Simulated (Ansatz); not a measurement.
What does this script print? It uses Ansatz 0.2.0 through its Python package.

Script `c2h3bf2ge.py`:
```python
"""Size of D3 and D4 in C2H3BF2Ge."""

import ansatz as az


def main() -> None:
    molecule = (
        az.Crystal.molecule()
        .atom("C", [-2.4942, 0.2282, -0.4743])
        .atom("C", [-1.406, -0.1056, -0.0785])
        .atom("Ge", [0.3043, -0.6293, 0.5429])
        .atom("B", [1.7055, 0.5765, -0.2653])
        .atom("F", [2.7496, 0.0172, -1.0915])
        .atom("F", [1.6599, 1.9994, -0.023])
        .atom("H", [-3.4498, 0.5215, -0.822])
        .atom("H", [0.3509, -0.5121, 2.0877])
        .atom("H", [0.58, -2.0958, 0.124])
    )

    job = molecule.calculation().basis(gaussian="def2-SVP")
    for name in ["b3lyp", "blyp"]:
        for correction in ("d3bj", "d4"):
            summary = job.functional(name, dispersion=correction).run(threads=1).report
            print(f"{name:8s} {correction:5s} total {summary['free_energy_ev']:.5f} eV, of which dispersion {1000 * summary['dispersion']['energy']['ev']:.2f} meV")


if __name__ == "__main__":
    main()
```

Running `python c2h3bf2ge.py` prints:
```text
b3lyp    d3bj  total -64739.76191 eV, of which dispersion -316.82 meV
b3lyp    d4    total -64739.74438 eV, of which dispersion -299.29 meV
blyp     d3bj  total -64738.41551 eV, of which dispersion -382.46 meV
blyp     d4    total -64738.43348 eV, of which dispersion -400.44 meV
```

Reading the output:
- Total energies depend on the basis set; only differences at equal settings carry meaning.
- The geometry is a force-field or estimated start, not a minimum of this method, and the basis set is short of its limit. D4 holds the three-body term, and d3bj doesn't.
- b3lyp holds the VWN-RPA fit, as in Gaussian; the form of ORCA and Turbomole is b3lyp5.
- Wall time of the script: 17 s on 1 thread of Arm Neoverse V2 (shared host), peak memory 0.32 GiB.
